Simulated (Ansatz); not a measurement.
# Alloy of AlP and GaP (10 of 32 Al sites exchanged), 64 atoms

Wanted: the relaxed alloy cell and its gap (PBEsol and HSE06).

Method: density functional theory in Ansatz 0.2.0, PAW datasets, plane waves.

### Step 1. Starting point

64 atoms (10 Ga, 22 Al, 32 P); a = 10.920 Å, b = 10.920 Å, c = 10.920 Å, α = 90.00°, β = 90.00°, γ = 90.00°. All atoms were shaken off their sites by about 0.02 Å along each axis.

Steps to follow: (2) PBEsol cell relaxation at the single k point (¼, ¼, ¼), on 1 × NVIDIA GB200 with 8 threads of Arm Neoverse-V2; (3) HSE06 single point at the Γ point alone, on 1 × NVIDIA GB200 with 8 threads of Arm Neoverse-V2.

### Step 2. Relaxing cell and atoms with PBEsol

The input, in.yaml:

```yaml
crystal:
  lattice:
    - [10.920462, 0.000000, 0.000000]
    - [0.000000, 10.920462, 0.000000]
    - [0.000000, 0.000000, 10.920462]
  atoms:
    - { symbol: Ga, position: [0.997649, 0.002111, 0.005575] }
    - { symbol: Ga, position: [0.503336, 0.499877, 0.001128] }
    - { symbol: Ga, position: [0.252510, 0.749145, 0.499340] }
    - { symbol: Ga, position: [0.749132, 0.249439, 0.002083] }
    - { symbol: Ga, position: [0.751035, 0.998865, 0.249170] }
    - { symbol: Ga, position: [0.750848, 0.999855, 0.749490] }
    - { symbol: Ga, position: [0.748319, 0.497415, 0.248993] }
    - { symbol: Ga, position: [0.995877, 0.749666, 0.247048] }
    - { symbol: Ga, position: [0.501098, 0.247633, 0.250199] }
    - { symbol: Ga, position: [0.499861, 0.748822, 0.753602] }
    - { symbol: Al, position: [0.000976, 0.000424, 0.498428] }
    - { symbol: Al, position: [0.998674, 0.498700, 0.000563] }
    - { symbol: Al, position: [0.997109, 0.502820, 0.498450] }
    - { symbol: Al, position: [0.499199, 0.003724, 0.999088] }
    - { symbol: Al, position: [0.497594, 0.000798, 0.498888] }
    - { symbol: Al, position: [0.501104, 0.501820, 0.500663] }
    - { symbol: Al, position: [0.249831, 0.250657, 0.001111] }
    - { symbol: Al, position: [0.252748, 0.248792, 0.497021] }
    - { symbol: Al, position: [0.251566, 0.748945, 0.999975] }
    - { symbol: Al, position: [0.749310, 0.246106, 0.500199] }
    - { symbol: Al, position: [0.749466, 0.748244, 0.001508] }
    - { symbol: Al, position: [0.751081, 0.747804, 0.498820] }
    - { symbol: Al, position: [0.251308, 0.998407, 0.248860] }
    - { symbol: Al, position: [0.247972, 0.000745, 0.749433] }
    - { symbol: Al, position: [0.249374, 0.499634, 0.249601] }
    - { symbol: Al, position: [0.249986, 0.497010, 0.752104] }
    - { symbol: Al, position: [0.748450, 0.501214, 0.751714] }
    - { symbol: Al, position: [0.001073, 0.248540, 0.251827] }
    - { symbol: Al, position: [0.000151, 0.247554, 0.748770] }
    - { symbol: Al, position: [0.998645, 0.748311, 0.749663] }
    - { symbol: Al, position: [0.500320, 0.249721, 0.750174] }
    - { symbol: Al, position: [0.500071, 0.751262, 0.252107] }
    - { symbol: P, position: [0.122236, 0.125558, 0.122841] }
    - { symbol: P, position: [0.125803, 0.122530, 0.622123] }
    - { symbol: P, position: [0.120482, 0.623633, 0.122550] }
    - { symbol: P, position: [0.123188, 0.624732, 0.623274] }
    - { symbol: P, position: [0.625886, 0.124032, 0.123101] }
    - { symbol: P, position: [0.624979, 0.127072, 0.623258] }
    - { symbol: P, position: [0.623277, 0.624078, 0.122823] }
    - { symbol: P, position: [0.626367, 0.624158, 0.623265] }
    - { symbol: P, position: [0.373734, 0.374452, 0.122996] }
    - { symbol: P, position: [0.372885, 0.373502, 0.622774] }
    - { symbol: P, position: [0.373382, 0.877057, 0.125772] }
    - { symbol: P, position: [0.376142, 0.878346, 0.626353] }
    - { symbol: P, position: [0.873515, 0.373996, 0.125023] }
    - { symbol: P, position: [0.874024, 0.376007, 0.628139] }
    - { symbol: P, position: [0.875976, 0.875538, 0.126357] }
    - { symbol: P, position: [0.876527, 0.874277, 0.625265] }
    - { symbol: P, position: [0.373098, 0.123720, 0.372681] }
    - { symbol: P, position: [0.372080, 0.126160, 0.875501] }
    - { symbol: P, position: [0.376631, 0.628878, 0.375553] }
    - { symbol: P, position: [0.378850, 0.626435, 0.873338] }
    - { symbol: P, position: [0.871856, 0.123895, 0.372694] }
    - { symbol: P, position: [0.877134, 0.124732, 0.871399] }
    - { symbol: P, position: [0.874797, 0.622369, 0.373720] }
    - { symbol: P, position: [0.876448, 0.627005, 0.874913] }
    - { symbol: P, position: [0.123946, 0.369983, 0.376539] }
    - { symbol: P, position: [0.124336, 0.373015, 0.873326] }
    - { symbol: P, position: [0.123442, 0.874151, 0.374040] }
    - { symbol: P, position: [0.125523, 0.873018, 0.875006] }
    - { symbol: P, position: [0.624374, 0.374273, 0.373613] }
    - { symbol: P, position: [0.626450, 0.376445, 0.874048] }
    - { symbol: P, position: [0.628407, 0.874466, 0.374125] }
    - { symbol: P, position: [0.624397, 0.873333, 0.874284] }
  symmetry: { detect: false }
kpoints:
  mp_grid: { grid: [1, 1, 1], shift: [0.25, 0.25, 0.25] }
hamiltonian:
  xc: pbesol
scf:
  occupations: { method: fermi_dirac, width: 0.01 }
relax:
  f_tol: 0.03
  max_steps: 80
  escape_saddle: false
  adjacent_minimum: "off"
  cell: { fix: [shape] }
output:
  forces: true
  eigenvalues: true
  populations: true
```

Launch:

```
$ ansatz run in.yaml --threads 8 --pin off --max-ram 118750MiB --runs-dir r --events-out ev --progress --plain --backend cuda --devices 0, --max-vram 170GiB
```

After this run come: Single point with HSE06.

What does the calculation give? Wanted: for each run, top filled to lowest empty.

**Answer**, as computed:

```
             level         time   k points  top filled to lowest empty (eV)
PBEsol, relaxation  3.2 s (GPU)  (¼, ¼, ¼)                             2.01
             HSE06   14 s (GPU)          Γ                             2.26
```

```
     quantity                                                                         value
   relaxation                                              4 recorded steps, 0.42 eV gained
largest shift                                                                  0.07 Å (Ga1)
 relaxed cell  a = 10.924 Å, b = 10.924 Å, c = 10.924 Å, α = 90.00°, β = 90.00°, γ = 90.00°
   mean bonds                                                      Al–P 2.366, Ga–P 2.362 Å
```

The relaxation lowers the energy by 0.42 eV; the largest shift is 0.07 Å (Ga1), while the volume changes by +0.1 %. The mean lengths differ by only 0.00 Å, over all coordinations together. The relaxation ran on other k points, so part of any difference from the later rows can come from the mesh. With one k point the spacing samples only the states that fold onto it, so it can exceed the gap over the zone.
